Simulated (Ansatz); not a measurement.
# PPt (P6_3mc) in Ansatz: convergence with wavefunction cutoff

Aim: find how far wavefunction cutoff must go before the results for PPt settle, at PBE. This setting moves, with any that are tied to it; all else stays.

All numbers are computed with Ansatz 0.2.0; they aren't measurements. Logs are shortened: lines on timing, memory, paths and dates and some standing lists are left out, and cuts for length are marked.

## 1. The structure

The structure is hexagonal, space group P6_3mc (No. 186). Conventional cell: a = 3.743 Å, b = 3.743 Å, c = 6.354 Å, α = 90.00°, β = 90.00°, γ = 120.00°. Pt (site symmetry 3m) has 4 P at 2.32 to 2.34 Å as nearest neighbours. P (site symmetry 3m) is surrounded by 4 Pt at 2.32 to 2.34 Å.

The cell comes from a database or a generator and needn't be the stable form of this composition.

## 2. With wavefunction cutoff 200 eV

File input.yaml:

```yaml
crystal:
  lattice:
    - [3.7430278549, 0.0, 0.0]
    - [-1.8715139275, 3.2415572094, 0.0]
    - [0.0, 0.0, 6.353743]
  atoms:
    - { symbol: Pt, position: [0.3333333333, 0.6666666667, 0.371899] }
    - { symbol: Pt, position: [0.6666666667, 0.3333333333, 0.871899] }
    - { symbol: P, position: [0.3333333333, 0.6666666667, 0.003103] }
    - { symbol: P, position: [0.6666666667, 0.3333333333, 0.503103] }
hamiltonian:
  xc: pbe
  pseudopotentials: { kind: paw }
kpoints:
  mp_grid: { grid: [7, 7, 4] }
scf:
  occupations: { method: fermi_dirac, width: 0.05 }
output:
  forces: true
  stress: true
  eigenvalues: true
basis:
  ecutwfc: "200 eV"
```

Potentials or basis: Ansatz PAW.

Run with:

```console
> ansatz run input.yaml --threads 2 --pin off --max-ram 5632MiB --backend cpu --events-out ev --progress --plain --runs-dir out
```

Run time: 1.1 s. Hardware: 2 threads of Arm Neoverse V2, shared host; peak memory 0.28 GiB.

Results:

```yaml
Free_energy: -26536.7036 eV
Pressure: -4.3 GPa
Largest_force: 0.227 eV/Å
Band_gap_on_the_k_mesh: none (metal or under the smearing width)
```

## 3. With wavefunction cutoff 250 eV

input.yaml: that of step 2 with these lines changed.

```diff
@@ -22,2 +22,2 @@
 basis:
-  ecutwfc: "200 eV"
+  ecutwfc: "250 eV"
```

Potentials or basis: Ansatz PAW.

Run with:

```console
> ansatz run input.yaml --threads 2 --pin off --max-ram 5632MiB --backend cpu --events-out ev --progress --plain --runs-dir out
```

Wall time 1.4 s (2 threads of Arm Neoverse V2, shared host); peak memory 0.29 GiB.

Results:

| Property | Result |
| --- | --- |
| Free energy | -26555.2979 eV |
| Pressure | 1.5 GPa |
| Largest force | 0.210 eV/Å |
| Band gap on the k mesh | none (metal or under the smearing width) |

## 4. With wavefunction cutoff 300 eV

input.yaml: that of step 3 with these lines changed.

```diff
@@ -22,2 +22,2 @@
 basis:
-  ecutwfc: "250 eV"
+  ecutwfc: "300 eV"
```

Run with:

```console
> ansatz run input.yaml --threads 2 --pin off --max-ram 5632MiB --backend cpu --events-out ev --progress --plain --runs-dir out
```

Wall time 1.4 s (2 threads of Arm Neoverse V2, shared host); peak memory 0.28 GiB.

What came out:

| Property | Result |
| --- | --- |
| Free energy | -26558.3412 eV |
| Pressure | 0.5 GPa |
| Largest force | 0.215 eV/Å |
| Band gap on the k mesh | none (metal or under the smearing width) |

## 5. With wavefunction cutoff 350 eV

input.yaml: that of step 4 with these lines changed.

```diff
@@ -22,2 +22,2 @@
 basis:
-  ecutwfc: "300 eV"
+  ecutwfc: "350 eV"
```

Run with:

```console
> ansatz run input.yaml --threads 2 --pin off --max-ram 5632MiB --backend cpu --events-out ev --progress --plain --runs-dir out
```

Wall time 1.5 s (2 threads of Arm Neoverse V2, shared host); peak memory 0.29 GiB.

Results:

```
Free energy            : -26558.7089 eV
Pressure               : 0.5 GPa
Largest force          : 0.216 eV/Å
Band gap on the k mesh : none (metal or under the smearing width)
```

## 6. With wavefunction cutoff 400 eV

input.yaml: that of step 5 with these lines changed.

```diff
@@ -22,2 +22,2 @@
 basis:
-  ecutwfc: "350 eV"
+  ecutwfc: "400 eV"
```

Potentials or basis: Ansatz PAW.

Run with:

```console
> ansatz run input.yaml --threads 2 --pin off --max-ram 5632MiB --backend cpu --events-out ev --progress --plain --runs-dir out
```

It took 2.1 s on 2 threads of Arm Neoverse V2, shared host; peak memory 0.31 GiB.

The run converged. Its results:

| Quantity | Value |
| --- | --- |
| Free energy | -26558.7361 eV |
| Pressure | 0.5 GPa |
| Largest force | 0.216 eV/Å |
| Band gap on the k mesh | none (metal or under the smearing width) |

## 7. With wavefunction cutoff 450 eV

input.yaml: that of step 6 with these lines changed.

```diff
@@ -22,2 +22,2 @@
 basis:
-  ecutwfc: "400 eV"
+  ecutwfc: "450 eV"
```

Run with:

```console
> ansatz run input.yaml --threads 2 --pin off --max-ram 5632MiB --backend cpu --events-out ev --progress --plain --runs-dir out
```

Run time: 2.2 s. Hardware: 2 threads of Arm Neoverse V2, shared host; peak memory 0.32 GiB.

Results (log left out):

| Item | Value |
| --- | --- |
| Free energy | -26558.7402 eV |
| Pressure | 0.5 GPa |
| Largest force | 0.216 eV/Å |
| Band gap on the k mesh | none (metal or under the smearing width) |

## 8. With wavefunction cutoff 500 eV

input.yaml: that of step 7 with these lines changed.

```diff
@@ -22,2 +22,2 @@
 basis:
-  ecutwfc: "450 eV"
+  ecutwfc: "500 eV"
```

Run with:

```console
> ansatz run input.yaml --threads 2 --pin off --max-ram 5632MiB --backend cpu --events-out ev --progress --plain --runs-dir out
```

It took 2.5 s on 2 threads of Arm Neoverse V2, shared host; peak memory 0.33 GiB.

It converged, with:

| Item | Value |
| --- | --- |
| Free energy | -26558.7426 eV |
| Pressure | 0.5 GPa |
| Largest force | 0.216 eV/Å |
| Band gap on the k mesh | none (metal or under the smearing width) |

## 9. With wavefunction cutoff 600 eV

input.yaml: that of step 8 with these lines changed.

```diff
@@ -22,2 +22,2 @@
 basis:
-  ecutwfc: "500 eV"
+  ecutwfc: "600 eV"
```

Potentials or basis: Ansatz PAW.

Run with:

```console
> ansatz run input.yaml --threads 2 --pin off --max-ram 5632MiB --backend cpu --events-out ev --progress --plain --runs-dir out
```

Wall time 3.9 s (2 threads of Arm Neoverse V2, shared host); peak memory 0.35 GiB.

Results (log left out):

```
Free energy            : -26558.7439 eV
Pressure               : 0.5 GPa
Largest force          : 0.216 eV/Å
Band gap on the k mesh : none (metal or under the smearing width)
```

## 10. With wavefunction cutoff 800 eV

input.yaml: that of step 9 with these lines changed.

```diff
@@ -22,2 +22,2 @@
 basis:
-  ecutwfc: "600 eV"
+  ecutwfc: "800 eV"
```

Potentials or basis: Ansatz PAW.

Run with:

```console
> ansatz run input.yaml --threads 2 --pin off --max-ram 5632MiB --backend cpu --events-out ev --progress --plain --runs-dir out
```

What it wrote:

```text
Warning: RAYON_NUM_THREADS=2 ignored (pool sized by the plan → 2); use --threads N
Engine: ansatz 0.2.0, aarch64-unknown-linux-gnu
Pseudopotentials: kind: paw
Pseudopotential: Pt, paw, valence charge 18, recommended cutoff 420 eV (normal), Pt.paw.azcp
Pseudopotential: P, paw, valence charge 5, recommended cutoff 420 eV (normal), P.paw.azcp
Functional definition: PBE
  parameter kappa = 0.804
  parameter beta = 0.06672455060314922
  exchange = pbe_x(kappa = kappa, mu = beta*pi^2/3)
  correlation = pbe_c(beta = beta)
Crystal: 4 atoms, lattice volume = 77.091 Å³
Basis set: ecut = 800 eV, 3959 PW (Γ), exchange–correlation on 72×72×120 points (8 copies of the dense FFT grid, shifted against one another)
Bands: 28, of which v1, the nominal top of the filled ones, is band 23 counted from 1 (22 counted from 0)
Symmetry: 12 space group operations
Space group: P63mc (ITA 186), of the structure as read, at distance tolerance 4.3e-5 Å
k-points: 24 of 196 (time reversal used)
Non-local potential: Pt, projectors of the file, l = 0: 3, l = 1: 2, l = 2: 2, l = 3: 1
Non-local potential: P, projectors of the file, l = 0: 2, l = 1: 2, l = 2: 2
PAW form: soft (Blöchl's): semilocal exchange-correlation on the pseudo side does not see the compensation charge
PAW one-centre angular grid: Pt, 590 points (default); XC on 64 Gauss nodes
PAW one-centre angular grid: P, 110 points (default); XC on 64 Gauss nodes
Initial density: superposition of atomic densities (neutral atoms: chi_scale 0, normalization atom), corrected by the library's trained network
Initial wavefunctions: pseudopotential atomic-orbital guess
Functional: x = pbe(κ = 0.804, μ = 0.2195149727645171), c = pbe(β = 0.06672455060314922)
SCF iter   1: F=—  HF=-26558.743847 eV  |F-HF|=—  |Δ(HF+E_count)|=         —  Δρ=2.65e-3  dr2=2.33e-3  ethr=1.77e-3  ⟨swp⟩=6.4  Hψ=3062  notcnv=0
preconditioner: auto → LDOS  [insulator: Δε(μ)=0.278 eV  Ē_g=8.050 eV  σ=0.050 eV  W_gap=0.75  n_scr=22 (ndim 8)  ℏωp=23.2 eV  f_vac=0.011  D(μ)=1.98/eV (n_scr^D=10)  ε∞_Penn≈9.3  β→1.0]
SCF iter   2: F=—  HF=-26558.744446 eV  |F-HF|=—  |Δ(HF+E_count)|=   5.98e-4  Δρ=6.65e-4  dr2=3.21e-4  ethr=5.07e-6  ⟨swp⟩=3.9  Hψ=1916  notcnv=0  defer=11
preconditioner: auto → Resta (q_TF=auto, 2.503 Å⁻¹)  ε∞=9.3  [insulator: Δε(μ)=0.278 eV  Ē_g=8.052 eV  σ=0.050 eV  W_gap=0.75  n_scr=22 (ndim 8)  ℏωp=23.2 eV  f_vac=0.010  D(μ)=1.98/eV (n_scr^D=10)  ε∞_Penn≈9.3  β→0.5]
SCF iter   3: F=—  HF=-26558.744364 eV  |F-HF|=—  |Δ(HF+E_count)|=   8.15e-5  Δρ=2.19e-4  dr2=2.93e-5  ethr=6.98e-7  ⟨swp⟩=2.1  Hψ=973  notcnv=0  defer=11
SCF iter   4: F=—  HF=-26558.744294 eV  |F-HF|=—  |Δ(HF+E_count)|=   7.01e-5  Δρ=6.40e-5  dr2=3.35e-6  ethr=6.36e-8  ⟨swp⟩=2.0  Hψ=995  notcnv=0  defer=11
SCF iter   5: F=—  HF=-26558.744296 eV  |F-HF|=—  |Δ(HF+E_count)|=   1.36e-6  Δρ=1.67e-5  dr2=2.50e-7  ethr=7.29e-9  ⟨swp⟩=2.0  Hψ=1014  notcnv=0  defer=11
SCF iter   6: F=-26558.744296 eV  HF=-26558.744296 eV  |F-HF|=1.29e-8  |Δ(HF+E_count)|=   8.58e-8  Δρ=4.14e-6  dr2=1.70e-8  ethr=2.17e-10  ⟨swp⟩=7.4  Hψ=3083  notcnv=0
SCF 1 converged in 6 iterations: F = -26558.744296 eV  dr2 = 1.70e-8
SCF converged after 6 iterations
Free energy (F): -26558.744296 eV
Harris-Foulkes:  -26558.744296 eV  (|F-HF|=1.29e-8)
Internal energy: -26558.726797 eV  (E = F + TS)
E sigma→0 (E₀):  -26558.735546 eV
Entropy (-TS):   -0.017499 eV (-4.375 meV/atom)
Fermi energy:    12.312528 eV
--- Per-component energies (eV) ---
  E_band       = -619.776219
  E_kinetic    = 1418.382197
  E_local      = -4949.852962  (includes V_loc(G=0)·N_el)
  E_nonlocal   = 463.758134
  E_hartree    = 1885.067399
  E_xc         = -647.216792
  E_vxc        = -728.025379  (∫ρ·V_xc dr)
  E_paw        = -20047.077514  (= ΣΔE_a)
  E_vpaw       = -594.169907  (= ΣTr[D̂ρ^β])
  E_aug_tail   = 0.000055  (compensation charges beyond the density's cutoff)
  E_ewald      = -4681.787314
  E_smearing   = -0.017499  (= −TS)
  E_closure    = -0.000000  (closes the sum)
  Σ components = -26558.744296   (vs F -26558.744296, Δ=0.00e0)
--- Forces (eV/Å), atoms counted from 1 ---
  atom   1  Pt     0.00000000     0.00000000    -0.21607181
  atom   2  Pt    -0.00000000    -0.00000000    -0.21607181
  atom   3  P     -0.00000000    -0.00000000     0.21606749
  atom   4  P      0.00000000     0.00000000     0.21606749
  max |Σ_I F_I| component: 8.63e-6 eV/Å
--- Stress (GPa, compression-positive) ---
        0.203059       0.000000       0.000000
        0.000000       0.203059       0.000000
        0.000000       0.000000       1.018755
  P = ⅓ Tr σ = 0.4750 GPa (4.750 kbar)
--- Band table (eV; the first three rows and the last of 24) ---
  k-point 0: bands = ["-86.7629", "-86.7629", "-41.0100", "-41.0100", "-41.0086", "-41.0086", "-40.9808", "-40.9715", "-0.6130", "0.6939", "6.3004", "6.3356", "6.4770", "6.4770", "6.7784", "6.7784", "8.4575", "8.4575", "9.0161", "9.0161", "9.2831", "14.1972", "14.1972", "15.5079", "15.9617", "16.4651", "16.4651", "16.9742"]
  k-point 1: bands = ["-86.7629", "-86.7629", "-41.0098", "-41.0098", "-41.0088", "-41.0088", "-40.9795", "-40.9729", "-0.4449", "0.4768", "6.1292", "6.2334", "6.5061", "6.5061", "6.7176", "6.7176", "8.5565", "8.5565", "8.9566", "8.9566", "10.2086", "14.2675", "14.4235", "14.4235", "15.9651", "15.9651", "16.6617", "16.8963"]
  k-point 2: bands = ["-86.7629", "-86.7629", "-41.0093", "-41.0093", "-41.0093", "-41.0093", "-40.9762", "-40.9762", "-0.0087", "-0.0087", "6.0752", "6.0752", "6.5965", "6.5965", "6.5965", "6.5965", "8.7754", "8.7754", "8.7754", "8.7754", "12.2046", "12.2046", "15.0798", "15.0798", "15.0798", "15.0798", "16.7910", "16.7910"]
  k-point 23: bands = ["-86.7629", "-86.7629", "-41.0175", "-41.0175", "-41.0148", "-41.0148", "-40.9750", "-40.9750", "1.1259", "1.1259", "6.0868", "6.0868", "6.8001", "6.8001", "7.4644", "7.4644", "8.5252", "8.5252", "9.2229", "9.2229", "10.1323", "10.1323", "11.3669", "11.3669", "13.0188", "13.0188", "18.5098", "18.5098"]
```

Wall time 4.1 s (2 threads of Arm Neoverse V2, shared host); peak memory 0.42 GiB.

Results:

```yaml
Free_energy: -26558.7443 eV
Pressure: 0.5 GPa
Largest_force: 0.216 eV/Å
Band_gap_on_the_k_mesh: none (metal or under the smearing width)
```

## 11. The series at a glance

| wavefunction cutoff | energy less the tightest run, at zero smearing (meV/atom) | pressure (GPa) | largest force (eV/Å) | SCF cycles | CPU time (s) | peak memory (GiB) |
| --- | --- | --- | --- | --- | --- | --- |
| 200 eV | 5510.16 | -4.35 | 0.227 | 7 | 2 | 0.28 |
| 250 eV | 861.62 | 1.55 | 0.210 | 6 | 2.6 | 0.29 |
| 300 eV | 100.76 | 0.52 | 0.215 | 6 | 2.6 | 0.28 |
| 350 eV | 8.84 | 0.54 | 0.216 | 6 | 2.9 | 0.29 |
| 400 eV | 2.05 | 0.49 | 0.216 | 6 | 4 | 0.31 |
| 450 eV | 1.03 | 0.48 | 0.216 | 6 | 4.3 | 0.32 |
| 500 eV | 0.41 | 0.48 | 0.216 | 6 | 4.9 | 0.33 |
| 600 eV | 0.11 | 0.48 | 0.216 | 6 | 7.5 | 0.35 |
| 800 eV | 0.00 | 0.47 | 0.216 | 6 | 8 | 0.42 |

Against the tightest run, the energy stays within 1 meV/atom from 500 eV on; the pressure stays within 0.1 GPa from 300 eV on; the largest force stays within 0.005 eV/Å from 300 eV on. The tightest run that finished is the yardstick and may itself not be fully converged.
